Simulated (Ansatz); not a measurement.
**doublet CH3In− at 6 levels**

Wanted: a comparison of 6 runs (UHF/def2-SVPD, UBHLYP/def2-SVPD, UBLYP/def2-SVPD, UHSE06/def2-SVPD, UMP2/def2-SVPD, UCCSD/def2-SVPD) of doublet CH3In−. 

The results are computed with Ansatz 0.2.0.

46 further runs of the same task are left out: 5 that didn't finish, 41 set aside as unsound or not needed.

### Step 1. The molecule

CH3In− has 5 atoms, charge -1, and is taken as a doublet. As SMILES of the parent species, `C[In]`. The coordinates come from a PBE0-D4/def2-TZVP relaxation. That shape belongs to the parent species and isn't relaxed for this state.

Bond lengths: C1–In2 2.238 Å, C1–H3 1.096 Å, C1–H4 1.096 Å, C1–H5 1.096 Å. Angles: In2–C1–H3 111.3°, In2–C1–H4 111.3°, In2–C1–H5 111.3°, H3–C1–H4 107.6°, H3–C1–H5 107.6°, H4–C1–H5 107.6°.

### Step 2. The energy at UHF/def2-SVPD (core potential) (run 1)

Input file input.yaml:

```yaml
crystal:
  periodic: [false, false, false]
  atoms:
    - {symbol: C, position_ang: [-0.182770, 0.073150, -0.070580]}
    - {symbol: In, position_ang: [1.772750, -0.709460, 0.684610]}
    - {symbol: H, position_ang: [-0.972960, -0.040920, 0.680150]}
    - {symbol: H, position_ang: [-0.502560, -0.460530, -0.972760]}
    - {symbol: H, position_ang: [-0.114460, 1.137770, -0.321410]}
basis:
  gaussian:
    orbitals: def2-SVPD
total_charge: -1
magnetization:
  spin_polarized: true
  initial_magnetization: 1
hamiltonian:
  xc: hf
accuracy: high
output: {orbitals: {seedname: orbitals}}
```

Command:

```bash
ansatz run input.yaml --threads 1 --pin off --max-ram 3480MiB --events-out events.jsonl --progress --plain --runs-dir runs
```

Output:

```text
Warning: RAYON_NUM_THREADS=1 ignored (pool sized by the plan → 1); use --threads N
Functional definition: HF
  name "HF"
  exchange = exact_x
  correlation = 0
1697 factors; integrals over basis functions are off by at most 3.1e-9 eV
mean field evaluation 1: about -6223.9023 eV, gradient 1.0e1 eV
mean field evaluation 2: about -6223.9054 eV, gradient 1.0e1 eV
mean field evaluation 4: about -6224.9939 eV, gradient 1.7e0 eV
mean field evaluation 8: about -6225.0362 eV, gradient 4.4e-3 eV
mean field evaluation 16: about -6225.0345 eV, gradient 2.9e-1 eV
mean field evaluation 32: about -6225.0368 eV, gradient 1.1e-4 eV
mean field evaluation 64: about -6225.0364 eV, gradient 7.6e-3 eV
mean field evaluation 96: about -6224.9568 eV, gradient 1.9e0 eV
mean field evaluation 128: about -6225.0357 eV, gradient 2.4e-2 eV
mean field evaluation 160: about -6222.1830 eV, gradient 6.7e0 eV
mean field evaluation 192: about -6224.0746 eV, gradient 8.4e-1 eV
mean field evaluation 224: about -6225.0362 eV, gradient 4.5e-4 eV
mean field evaluation 256: about -6225.0368 eV, gradient 4.6e-3 eV
mean field evaluation 288: about -6225.0362 eV, gradient 2.7e-3 eV
mean field evaluation 320: about -6214.7225 eV, gradient 9.0e0 eV
mean field -6225.03680642 eV, -228.7658831545 hartree, gradient 1.8e-8 eV, S^2 0.781859; 5 other end points of the search recorded, 0 dependent functions left out
reference -6225.03680642 eV, -228.7658831545 hartree; 16, 15 occupied and 60, 61 virtual orbitals, 1697 factors
Total energy: -6225.03680642 eV, -228.7658831545 hartree
```

Wall time 13 s (1 thread of Arm Neoverse V1, shared host); peak memory 0.22 GiB.

### Step 3. A single-point energy at UBHLYP/def2-SVPD (core potential) (run 2)

Input file run.yaml:

```yaml
crystal:
  periodic: [false, false, false]
  atoms:
    - symbol: C
      position_ang: [-0.182770, 0.073150, -0.070580]
    - symbol: In
      position_ang: [1.772750, -0.709460, 0.684610]
    - symbol: H
      position_ang: [-0.972960, -0.040920, 0.680150]
    - symbol: H
      position_ang: [-0.502560, -0.460530, -0.972760]
    - symbol: H
      position_ang: [-0.114460, 1.137770, -0.321410]
basis:
  gaussian:
    orbitals: def2-SVPD
total_charge: -1
magnetization:
  spin_polarized: true
  initial_magnetization: 1
hamiltonian:
  xc: {name: BHLYP}
accuracy: high
output: {orbitals: {seedname: orbitals}}
```

Command:

```bash
ansatz run run.yaml --threads 1 --pin off --max-ram 3480MiB --events-out events.jsonl --progress --plain --runs-dir runs
```

Output:

```text
Warning: RAYON_NUM_THREADS=1 ignored (pool sized by the plan → 1); use --threads N
Functional definition: BHLYP
  name "BHLYP"
  parameter a = 0.5
  exchange = (1 - a)*b88_x + a*exact_x
  correlation = lyp_c
1697 factors; integrals over basis functions are off by at most 3.1e-9 eV
mean field evaluation 1: about -6255.0975 eV, gradient 8.1e0 eV
mean field evaluation 2: about -6255.4991 eV, gradient 4.2e0 eV
mean field evaluation 4: about -6255.5895 eV, gradient 3.6e-1 eV
mean field evaluation 8: about -6255.6068 eV, gradient 3.9e-2 eV
mean field evaluation 16: about -6255.6069 eV, gradient 3.6e-4 eV
mean field evaluation 32: about -6255.6069 eV, gradient 3.6e-7 eV
mean field evaluation 64: about -6255.6069 eV, gradient 7.8e-9 eV
mean field -6255.60688578 eV, -229.8893128499 hartree, gradient 7.8e-9 eV, S^2 0.756032; 10 other end points of the search recorded, 0 dependent functions left out
reference -6255.60690756 eV, -229.8893136503 hartree; 16, 15 occupied and 60, 61 virtual orbitals, 1697 factors
Total energy: -6255.60690756 eV, -229.8893136503 hartree
```

Wall time 84 s (1 thread of Arm Neoverse V1, shared host); peak memory 0.34 GiB.

### Step 4. The energy at UBLYP/def2-SVPD (core potential) (run 3)

Input file run.yaml:

```yaml
crystal:
  periodic: [false, false, false]
  atoms:
    - {symbol: C, position_ang: [-0.182770, 0.073150, -0.070580]}
    - {symbol: In, position_ang: [1.772750, -0.709460, 0.684610]}
    - {symbol: H, position_ang: [-0.972960, -0.040920, 0.680150]}
    - {symbol: H, position_ang: [-0.502560, -0.460530, -0.972760]}
    - {symbol: H, position_ang: [-0.114460, 1.137770, -0.321410]}
basis:
  gaussian:
    orbitals: def2-SVPD
total_charge: -1
magnetization:
  spin_polarized: true
  initial_magnetization: 1
hamiltonian:
  xc: {name: BLYP}
accuracy: high
output: {orbitals: {seedname: orbitals}}
```

Command:

```bash
ansatz run run.yaml --threads 1 --pin off --max-ram 3480MiB --events-out events.jsonl --progress --plain --runs-dir runs
```

Output, cut to the lines that bear on the results:

```text
Warning: RAYON_NUM_THREADS=1 ignored (pool sized by the plan → 1); use --threads N
Functional definition: BLYP
  name "BLYP"
[...]
1697 factors; integrals over basis functions are off by at most 3.1e-9 eV
[...]
mean field -6256.65294861 eV, -229.9277549499 hartree, gradient 2.5e-8 eV, S^2 0.752150; 6 other end points of the search recorded, 0 dependent functions left out
reference -6256.65299078 eV, -229.9277564994 hartree; 16, 15 occupied and 60, 61 virtual orbitals, 1697 factors
Total energy: -6256.65299078 eV, -229.9277564994 hartree
```

It took 85 s on 1 thread of Arm Neoverse V1, shared host; peak memory 0.25 GiB.

Runs 4 to 5 aren't shown in full; the table further down has their settings and results.

### Step 5. The energy at UCCSD/def2-SVPD (core potential) (run 6)

Input file input.yaml:

```yaml
crystal:
  periodic: [false, false, false]
  atoms:
    - symbol: C
      position_ang: [-0.182770, 0.073150, -0.070580]
    - symbol: In
      position_ang: [1.772750, -0.709460, 0.684610]
    - symbol: H
      position_ang: [-0.972960, -0.040920, 0.680150]
    - symbol: H
      position_ang: [-0.502560, -0.460530, -0.972760]
    - symbol: H
      position_ang: [-0.114460, 1.137770, -0.321410]
basis:
  gaussian: {orbitals: def2-SVPD}
scf: {omitted_lower_state_checks: [cluster_reference, increment]}
total_charge: -1
magnetization: {spin_polarized: true, initial_magnetization: 1}
accuracy: high
correlation: {method: ccsd, frozen_orbitals: {C: 1, H: 0, In: 4}}
```

Command:

```bash
ansatz run input.yaml --threads 1 --pin off --max-ram 3480MiB --events-out events.jsonl --progress --plain --runs-dir runs
```

Output:

```text
Warning: RAYON_NUM_THREADS=1 ignored (pool sized by the plan → 1); use --threads N
[... 17 lines left out ...]
5 core orbitals not correlated: weight in the atoms' cores, before any rotation towards them, 1.000 or more for the frozen orbitals, at most 0.000 for the correlated occupied ones
[... 38 lines left out ...]
Total energy: -6232.38119044 eV, -229.0357842889 hartree
Checks for a lower state left out: cluster_reference, increment
```

It took 53 s on 1 thread of Arm Neoverse V1, shared host; peak memory 0.71 GiB.

### Step 6. Overview of the runs

| run | level | frozen core orbitals | energy (Eh) | HOMO energy (eV) | LUMO energy (eV) | ⟨S²⟩ | wall time |
| --- | --- | --- | --- | --- | --- | --- | --- |
| 1 | UHF/def2-SVPD (core potential) | – | -228.765883 | 0.05 | 5.23 | 0.782 | 13 s |
| 2 | UBHLYP/def2-SVPD (core potential) | – | -229.889314 | 1.29 | 3.99 | 0.756 | 84 s |
| 3 | UBLYP/def2-SVPD (core potential) | – | -229.927756 | 2.69 | 2.77 | 0.752 | 85 s |
| 4 | UHSE06/def2-SVPD (core potential) | – | -229.942885 | 2.11 | 2.90 | 0.755 | 2.4 min |
| 5 | UMP2/def2-SVPD (core potential) | 5 | -229.005433 | – | – | 0.782 | 13 s |
| 6 | UCCSD/def2-SVPD (core potential) | 5 | -229.035784 | – | – | 0.782 | 53 s |

### Step 7. Summary of results

| quantity | value |
| --- | --- |
| run 6: total energy | -229.03578 Eh |
| run 6: correlation energy (5 core orbitals frozen) | -269.9 mEh |
| run 6: ⟨S²⟩ of the reference determinant | 0.782 |
| run 6: T1 diagnostic | 0.015 |

In words: Below the UHF energy at the same shape and in the same basis (def2-SVPD): UMP2 -239.5 mEh; UCCSD -269.9 mEh. Totals of different functionals can't be ranked against each other. In runs 1, 2, 3, 4 the HOMO lies above zero, so the outermost electron may be held by the basis alone. All runs together took 6.6 min, the longest 2.4 min.
